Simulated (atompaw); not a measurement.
# A PAW (atompaw) potential for chlorine, from input to tests

Aim: build the potential from the settings below, then test how well it stands in for the atom: scattering, ghost states and the plane-wave cutoff that it needs.

The numbers are computed with atompaw 4.2.0.5 (PBE, scalar-relativistic, spin-unpolarised reference atom).

### 1 The atom and the settings

Typed settings, in words:

- element: chlorine (Cl, Z = 17)
- type: PAW
- frozen core: [Ne]
- valence charge: 7
- reference configuration: 3s2 3p5
- partial waves: 3s (bound): rc 1.25 bohr; 3s channel at -1 Ry: rc 1.25 bohr; 3p (bound): rc 1.25 bohr; 3p channel at -0.2 Ry: rc 1.25 bohr
- local potential: ultrasoft scheme with l = 2 at 1 Ry, radius 0.90 bohr
- core correction: smooth core density matched at 1.05 bohr
- augmentation charge: sinc compensation charge, radius 1.25 bohr; PAW radius 1.25 bohr; waves and projectors: custom polynom2 7 10 vanderbiltortho

### 2 Generating the potential

Input file Cl.input:

```
Cl 17
GGA-PBE scalarrelativistic loggrid 1500 logderivrange -4 5 226
3 3 0 0 0 0
3 1 5
0 0 0
c
c
v
c
v
1
1.25 1.25 0.90 1.05
y
-1
n
y
-0.2
n
custom polynom2 7 10 vanderbiltortho sinc
2 1 ultrasoft
1.25
1.25
1.25
1.25
PWSCFOUT
UPFDX 0.0125d0 UPFXMIN -7.d0 UPFZMESH 17.d0
END
```

On the command line:

```bash
$ atompaw < Cl.input > Cl.log
```

Q: Predict the outcome of this session. Wanted: cutoffs for 10 and 1 mRy, occupied levels; bound ghosts; largest phase difference near zero energy, channels read; lowest eigenvalue of the overlap; share of valence orbitals outside the PAW sphere; UPF file.

**Answer**, as computed:

| quantity | value |
| --- | --- |
| cutoffs for 10 and 1 mRy, occupied levels | 18 Ry and 40 Ry |
| bound ghosts | s at -1557.68 eV |
| largest phase difference near zero energy, channels read | 0.000 rad |
| lowest eigenvalue of the overlap (Bessel basis) | 0.024 (s) |
| share of valence orbitals outside the PAW sphere | 3s 65 %, 3p 76 % |
| UPF file | written |

In words: A bound ghost (s) makes it unfit for use: electrons can fall into a state that the atom doesn't have. By its cutoff, 18 Ry for the looser tolerance, it is soft on the atom at that tolerance. The slowest occupied level is 3s: taken alone it needs 35 Ry to come within 1 mRy, against 18 Ry for 3p. Near zero energy the phases of the channels with partial waves agree within 0.001 rad.
